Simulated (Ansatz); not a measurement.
# Si24H10CF3: the cost of one run

Program: Ansatz 0.2.0. Level of theory: DFT PBE, plane waves, PAW, scalar-relativistic, collinear spin. These are calculated values, not measurements.

## 1. The system as given

The cell holds 38 atoms (CH10F3Si24): a = 11.519 Å, b = 7.679 Å, c = 17.869 Å, α = 90.00°, β = 90.00°, γ = 60.00°.

Its coordinates follow in the input file.

## 2. Relaxing end A

The input, input.yaml:

```yaml
crystal:
  lattice:
    - [11.518769, 0.0, 0.0]
    - [3.83959, 6.650365, 0.0]
    - [0.0, 0.0, 17.868765]
  atoms:
    - { symbol: H, position: [0.1111111, 0.1666667, 0.0559636] }
    - { symbol: H, position: [0.4444444, 0.1666667, 0.0559636] }
    - { symbol: H, position: [0.7777778, 0.1666667, 0.0559636] }
    - { symbol: H, position: [0.1111111, 0.6666667, 0.0559636] }
    - { symbol: H, position: [0.4444444, 0.6666667, 0.0559636] }
    - { symbol: H, position: [0.7777778, 0.6666667, 0.0559636] }
    - { symbol: Si, position: [0.1111111, 0.1666667, 0.1399089] }
    - { symbol: Si, position: [0.4444444, 0.1666667, 0.1399089] }
    - { symbol: Si, position: [0.7777778, 0.1666667, 0.1399089] }
    - { symbol: Si, position: [0.1111111, 0.6666667, 0.1399089] }
    - { symbol: Si, position: [0.4444444, 0.6666667, 0.1399089] }
    - { symbol: Si, position: [0.7777778, 0.6666667, 0.1399089] }
    - { symbol: Si, position: [-0.1111111, 0.3333333, 0.1837706] }
    - { symbol: Si, position: [0.2222222, 0.3333333, 0.1837706] }
    - { symbol: Si, position: [0.5555556, 0.3333333, 0.1837706] }
    - { symbol: Si, position: [-0.1111111, 0.8333333, 0.1837706] }
    - { symbol: Si, position: [0.2222222, 0.8333333, 0.1837706] }
    - { symbol: Si, position: [0.5555556, 0.8333333, 0.1837706] }
    - { symbol: Si, position: [-0.1111111, 0.3333333, 0.3153554] }
    - { symbol: Si, position: [0.2222222, 0.3333333, 0.3153554] }
    - { symbol: Si, position: [0.5555556, 0.3333333, 0.3153554] }
    - { symbol: Si, position: [-0.1111111, 0.8333333, 0.3153554] }
    - { symbol: Si, position: [0.2222222, 0.8333333, 0.3153554] }
    - { symbol: Si, position: [0.5555556, 0.8333333, 0.3153554] }
    - { symbol: Si, position: [0.0, 0.0, 0.359217] }
    - { symbol: Si, position: [0.3333333, 0.0, 0.359217] }
    - { symbol: Si, position: [0.6666667, 0.0, 0.359217] }
    - { symbol: Si, position: [0.0, 0.5, 0.359217] }
    - { symbol: Si, position: [0.3333333, 0.5, 0.359217] }
    - { symbol: Si, position: [0.6666667, 0.5, 0.359217] }
    - { symbol: H, position: [0.6666667, 0.0, 0.4403642] }
    - { symbol: H, position: [0.0, 0.5, 0.4403642] }
    - { symbol: H, position: [0.3333333, 0.5, 0.4403642] }
    - { symbol: H, position: [0.6666667, 0.5, 0.4403642] }
    - { symbol: C, position: [-0.0070711, 0.1885927, 0.4314101], spin: 1.0 }
    - { symbol: F, position: [0.1143434, 0.0259746, 0.4425748] }
    - { symbol: F, position: [-0.020075, 0.3707116, 0.4425748] }
    - { symbol: F, position: [-0.1154818, 0.1690919, 0.4425748] }
magnetization:
  spin_polarized: true
basis:
  ecutwfc: 420.0
kpoints:
  mp_grid: { grid: [1, 2, 1] }
hamiltonian:
  xc: pbe
  pseudopotentials: { kind: paw, azcp: { folder: soft_1 } }
scf:
  occupations: { method: gaussian, width: 0.05 }
  lower_state_search: "off"
relax:
  f_tol: 0.03
  max_steps: 60
  adjacent_minimum: "off"
  constraints: [{ sites: [0, 1, 2, 3, 4, 5, 6, 7, 8, 9, 10, 11] }]
output:
  write_density: true
  write_potential: true
  elf: true
  volumetric_format: npy
```

Run with:

```
> ansatz run input.yaml --threads 4 --pin off --max-ram 10240MiB --backend cpu --events-out ev --progress --plain --runs-dir out
```

What time and memory should one allow on 4 threads of Arm Neoverse V2, shared host?

About 4.7 min, with a peak of 2.7 GiB.
